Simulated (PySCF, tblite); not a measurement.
# C4H5O3S−: a rotation path, then NMR shifts on frames, part 2 of 2

tblite 0.8.0 and PySCF 2.14.0. Atoms count from 0.

## (5) NMR shieldings: image 4, PBE0/pcSseg-1

The job: settings as JSON, then the geometry in Å.

```
{"job": {"kind": "nmr", "xc": "PBE0", "basis": "pcSseg-1", "pop": false}, "charge": -1, "multiplicity": 1}
C     -2.633600     0.615700     0.443900
C     -1.370100    -0.014600     0.109500
C     -0.309100    -0.510400    -0.154700
C      0.987800    -1.011600    -0.446200
S      2.255900     0.228600     0.163500
O      2.983400     0.596000    -1.050500
O      3.055500    -0.542900     1.113900
O      1.519100     1.330500     0.767200
H     -3.114900     1.003700    -0.456000
H     -3.307900    -0.097800     0.922600
H     -2.451700     1.443300     1.129900
H      1.169400    -1.101200    -1.513600
H      1.211800    -1.938800     0.074300
```

Level: GIAO PBE0/pcSseg-1 NMR shielding, non-relativistic, gas phase.

The program printed:

```text
coarse grid: 12328 points
cycle   1  E = -778.2227673021  dE =  1.935e+00  |g| = 1.331e+00  |ddm| = 4.109e+00
cycle   2  E = -777.7602895687  dE =  4.625e-01  |g| = 2.107e+00  |ddm| = 3.175e+00
cycle   3  E = -778.5334644484  dE = -7.732e-01  |g| = 2.154e-01  |ddm| = 2.121e+00
cycle   4  E = -778.5419247764  dE = -8.460e-03  |g| = 1.164e-01  |ddm| = 3.124e-01
cycle   5  E = -778.5446493897  dE = -2.725e-03  |g| = 4.860e-02  |ddm| = 1.087e-01
cycle   6  E = -778.5452108691  dE = -5.615e-04  |g| = 4.789e-03  |ddm| = 4.203e-02
cycle   7  E = -778.5452155175  dE = -4.648e-06  |g| = 2.103e-03  |ddm| = 5.862e-03
final grid: 117064 points
cycle   8  E = -778.6267724623  dE = -1.955e-05  |g| = 1.227e-02  |ddm| = 3.921e-02
cycle   9  E = -778.6267471221  dE =  2.534e-05  |g| = 1.670e-02  |ddm| = 2.741e-02
cycle  10  E = -778.6268027033  dE = -5.558e-05  |g| = 2.182e-03  |ddm| = 1.629e-02
cycle  11  E = -778.6268035841  dE = -8.808e-07  |g| = 3.619e-04  |ddm| = 1.895e-03
cycle  12  E = -778.6268036027  dE = -1.859e-08  |g| = 2.159e-04  |ddm| = 4.133e-04
cycle  13  E = -778.6268036128  dE = -1.008e-08  |g| = 4.498e-05  |ddm| = 1.791e-04
cycle  14  E = -778.6268036132  dE = -3.813e-10  |g| = 2.276e-05  |ddm| = 5.325e-05
converged SCF energy = -778.6268036132

GIAO shielding tensors (ppm)
atom      isotropic    diamagn.    paramagn.     s11        s22        s33       span
  0 C      180.303     253.742     -73.439    173.005    173.982    193.923     20.918
  1 C      103.889     268.516    -164.628     30.695     37.349    243.622    212.927
  2 C       99.358     265.975    -166.616      6.341     16.506    275.228    268.886
  3 C      135.205     259.328    -124.123    111.795    113.909    179.910     68.115
  4 S      187.731    1049.438    -861.707     44.265    252.100    266.828    222.564
  5 O       77.157     400.656    -323.499      6.591     74.651    150.228    143.637
  6 O       78.026     400.150    -322.124      8.599     74.797    150.683    142.084
  7 O       98.070     407.255    -309.185     68.952     86.899    138.359     69.407
  8 H       29.839      29.929      -0.090     24.718     28.190     36.609     11.891
  9 H       29.945      29.051       0.894     24.762     28.168     36.904     12.142
 10 H       29.399      31.232      -1.833     24.017     28.589     35.592     11.575
 11 H       28.414      33.068      -4.653     24.706     29.288     31.250      6.544
 12 H       28.455      32.690      -4.235     24.707     29.317     31.342      6.635
```

Run time: 55 s. Hardware: 1 thread, shared host.

Key values: δ C2 87.6, C1 83.0, C3 51.7, C0 6.6, H11 3.30, H12 3.26 ppm.

## (6) Shielding tensors: image 6, PBE0/pcSseg-1

The job: settings as JSON, then the geometry in Å.

```
{"job": {"kind": "nmr", "xc": "PBE0", "basis": "pcSseg-1", "pop": false}, "charge": -1, "multiplicity": 1}
C     -2.629000     0.663400     0.342500
C     -1.363100     0.000200     0.089400
C     -0.300600    -0.521800    -0.111100
C      0.992900    -1.068600    -0.326100
S      2.248200     0.222300     0.172600
O      2.476400     0.990800    -1.047600
O      3.400600    -0.580200     0.583100
O      1.643500     0.982700     1.258100
H     -3.096200     0.962800    -0.597800
H     -3.312900     0.001500     0.878100
H     -2.454900     1.552500     0.949000
H      1.194300    -1.264400    -1.375400
H      1.196300    -1.940800     0.289000
```

Method: GIAO PBE0/pcSseg-1 NMR shielding, non-relativistic, gas phase.

The program printed:

```text
coarse grid: 12328 points
cycle   1  E = -778.2261313166  dE =  1.939e+00  |g| = 1.329e+00  |ddm| = 4.115e+00
cycle   2  E = -777.7650252186  dE =  4.611e-01  |g| = 2.104e+00  |ddm| = 3.763e+00
cycle   3  E = -778.5364233101  dE = -7.714e-01  |g| = 2.122e-01  |ddm| = 2.712e+00
cycle   4  E = -778.5446329178  dE = -8.210e-03  |g| = 1.150e-01  |ddm| = 3.120e-01
cycle   5  E = -778.5472867361  dE = -2.654e-03  |g| = 4.876e-02  |ddm| = 1.083e-01
cycle   6  E = -778.5478523737  dE = -5.656e-04  |g| = 4.685e-03  |ddm| = 4.184e-02
cycle   7  E = -778.5478569191  dE = -4.545e-06  |g| = 1.984e-03  |ddm| = 5.948e-03
final grid: 117064 points
cycle   8  E = -778.6293291070  dE = -2.001e-05  |g| = 1.245e-02  |ddm| = 4.124e-02
cycle   9  E = -778.6293031590  dE =  2.595e-05  |g| = 1.691e-02  |ddm| = 3.261e-02
cycle  10  E = -778.6293602992  dE = -5.714e-05  |g| = 2.237e-03  |ddm| = 1.981e-02
cycle  11  E = -778.6293612303  dE = -9.311e-07  |g| = 3.865e-04  |ddm| = 1.983e-03
cycle  12  E = -778.6293612525  dE = -2.224e-08  |g| = 2.252e-04  |ddm| = 4.296e-04
cycle  13  E = -778.6293612640  dE = -1.153e-08  |g| = 4.497e-05  |ddm| = 1.905e-04
cycle  14  E = -778.6293612644  dE = -3.790e-10  |g| = 2.185e-05  |ddm| = 5.160e-05
converged SCF energy = -778.6293612644

GIAO shielding tensors (ppm)
atom      isotropic    diamagn.    paramagn.     s11        s22        s33       span
  0 C      180.445     253.755     -73.310    173.128    174.027    194.179     21.051
  1 C      107.631     268.563    -160.932     31.479     37.909    253.506    222.027
  2 C       98.574     265.677    -167.103      7.177     15.571    272.974    265.797
  3 C      137.157     259.382    -122.225    114.959    120.076    176.438     61.479
  4 S      185.067    1049.464    -864.397     45.632    249.281    260.286    214.654
  5 O       87.752     403.379    -315.627     19.765     87.915    155.577    135.812
  6 O       84.948     399.524    -314.576     20.780     81.889    152.175    131.394
  7 O      102.640     406.725    -304.084     67.367     92.454    148.101     80.734
  8 H       29.886      29.962      -0.075     24.707     28.258     36.694     11.987
  9 H       29.966      29.094       0.873     24.831     28.174     36.894     12.064
 10 H       29.457      31.273      -1.816     24.057     28.593     35.721     11.664
 11 H       28.646      32.670      -4.024     25.594     28.761     31.584      5.990
 12 H       28.751      32.595      -3.844     24.436     29.549     32.268      7.832
```

Wall time 50 s (1 thread, shared host).

In short: δ C2 88.4, C1 79.3, C3 49.8, C0 6.5, H11 3.07, H12 2.97 ppm.

## (7) Nuclear shieldings: image 8, PBE0/pcSseg-1

The job: settings as JSON, then the geometry in Å.

```
{"job": {"kind": "nmr", "xc": "PBE0", "basis": "pcSseg-1", "pop": false}, "charge": -1, "multiplicity": 1}
C     -2.626500     0.699600     0.242900
C     -1.355100     0.020100     0.071500
C     -0.295000    -0.526500    -0.067300
C      0.993500    -1.105500    -0.215700
S      2.245500     0.215300     0.183200
O      2.007000     1.272800    -0.791900
O      3.518500    -0.483500    -0.001600
O      1.975800     0.591600     1.566000
H     -3.084600     0.893100    -0.728900
H     -3.310400     0.089900     0.837600
H     -2.472000     1.651200     0.753100
H      1.211400    -1.409900    -1.235300
H      1.187400    -1.907800     0.490000
```

Method: GIAO PBE0/pcSseg-1 NMR shielding, non-relativistic, gas phase.

The program printed:

```text
coarse grid: 12328 points
cycle   1  E = -778.2291685041  dE =  1.938e+00  |g| = 1.327e+00  |ddm| = 4.125e+00
cycle   2  E = -777.7720125816  dE =  4.572e-01  |g| = 2.098e+00  |ddm| = 3.509e+00
cycle   3  E = -778.5388717368  dE = -7.669e-01  |g| = 2.096e-01  |ddm| = 2.417e+00
cycle   4  E = -778.5468948777  dE = -8.023e-03  |g| = 1.136e-01  |ddm| = 3.126e-01
cycle   5  E = -778.5494776847  dE = -2.583e-03  |g| = 4.869e-02  |ddm| = 1.082e-01
cycle   6  E = -778.5500421866  dE = -5.645e-04  |g| = 4.518e-03  |ddm| = 4.145e-02
cycle   7  E = -778.5500465982  dE = -4.412e-06  |g| = 1.703e-03  |ddm| = 5.916e-03
final grid: 117064 points
cycle   8  E = -778.6317339102  dE = -1.994e-05  |g| = 1.227e-02  |ddm| = 4.450e-02
cycle   9  E = -778.6317098539  dE =  2.406e-05  |g| = 1.647e-02  |ddm| = 2.943e-02
cycle  10  E = -778.6317644706  dE = -5.462e-05  |g| = 2.125e-03  |ddm| = 1.796e-02
cycle  11  E = -778.6317653136  dE = -8.431e-07  |g| = 3.884e-04  |ddm| = 1.875e-03
cycle  12  E = -778.6317653362  dE = -2.258e-08  |g| = 2.374e-04  |ddm| = 4.334e-04
cycle  13  E = -778.6317653497  dE = -1.353e-08  |g| = 3.293e-05  |ddm| = 1.981e-04
cycle  14  E = -778.6317653500  dE = -2.253e-10  |g| = 1.128e-05  |ddm| = 3.867e-05
converged SCF energy = -778.6317653500

GIAO shielding tensors (ppm)
atom      isotropic    diamagn.    paramagn.     s11        s22        s33       span
  0 C      180.504     253.670     -73.166    173.193    173.948    194.372     21.178
  1 C      110.698     268.050    -157.352     33.020     37.554    261.519    228.499
  2 C       97.957     265.656    -167.699      8.703     13.781    271.387    262.684
  3 C      138.672     259.315    -120.643    117.694    125.050    173.272     55.578
  4 S      182.258    1049.449    -867.191     46.176    248.514    252.084    205.909
  5 O      101.668     405.876    -304.207     52.043     94.716    158.245    106.202
  6 O       90.413     399.481    -309.068     42.694     78.681    149.864    107.170
  7 O      101.121     405.361    -304.241     51.770     94.080    157.512    105.742
  8 H       29.883      29.939      -0.055     24.729     28.264     36.657     11.927
  9 H       29.966      29.125       0.841     24.773     28.234     36.890     12.117
 10 H       29.534      31.209      -1.675     24.164     28.536     35.902     11.738
 11 H       28.941      32.602      -3.661     25.190     29.134     32.499      7.309
 12 H       28.947      32.297      -3.350     25.198     29.138     32.504      7.306
```

It took 47 s on 1 thread, shared host.

In short: δ C2 89.0, C1 76.2, C3 48.3, C0 6.4, H11 2.78, H12 2.77 ppm.

## (8) Run by run: NMR shifts

Shifts (ppm) of some atoms, chosen among heavy atoms and hydrogens apart, with basis size and wall time:

```
  frame    C1   H11   H12   S4     O5     O6     O7  functions  time
image 0  76.1  2.79  2.78  321  245.8  235.1  234.9        168  76 s
image 2  79.5  3.01  3.06  318  251.7  248.7  233.7        168  50 s
image 4  83.0  3.30  3.26  316  258.9  258.1  238.0        168  55 s
image 6  79.3  3.07  2.97  319  248.3  251.1  233.4        168  50 s
image 8  76.2  2.78  2.77  321  234.4  245.7  235.0        168  47 s
```

## (9) Outcome

This closing draws on all 2 parts.

| quantity | value |
| --- | --- |
| barrier | 0.061 eV (1.4 kcal/mol) at image 4 |
| end to end (GFN2-xTB) | 0.000 eV |
| 13C shifts against TMS (PBE0/pcSseg-1, image 0) | 89.0, 76.1, 48.2, 6.5 ppm |
| 1H shifts against TMS (PBE0/pcSseg-1, image 0) | 2.79, 2.78, 2.17, 1.84, 1.76 ppm |
| 33S shifts against CS2 (PBE0/pcSseg-1, image 0) | 321 ppm |
| 17O shifts against H2O (PBE0/pcSseg-1, image 0) | 245.8, 235.1, 234.9 ppm |
| range of the shift of O5 | 234.4 to 258.9 ppm |

What this shows: Along the band the dihedral turns by 122°, and the top (dihedral 1°) lies 1.4 kcal/mol above the start (GFN2-xTB, rough), so at room temperature this motion is fast. The top was not checked by a frequency run. Shifts at one fixed geometry are not the observed spectrum, which averages over the motion. In the first frame run (image 0): The largest span, 263 ppm, is at C2, where the paramagnetic term is -168 ppm. Across the 5 runs the shift of O5 moves most, between 234.4 (image 8) and 258.9 ppm (image 4).
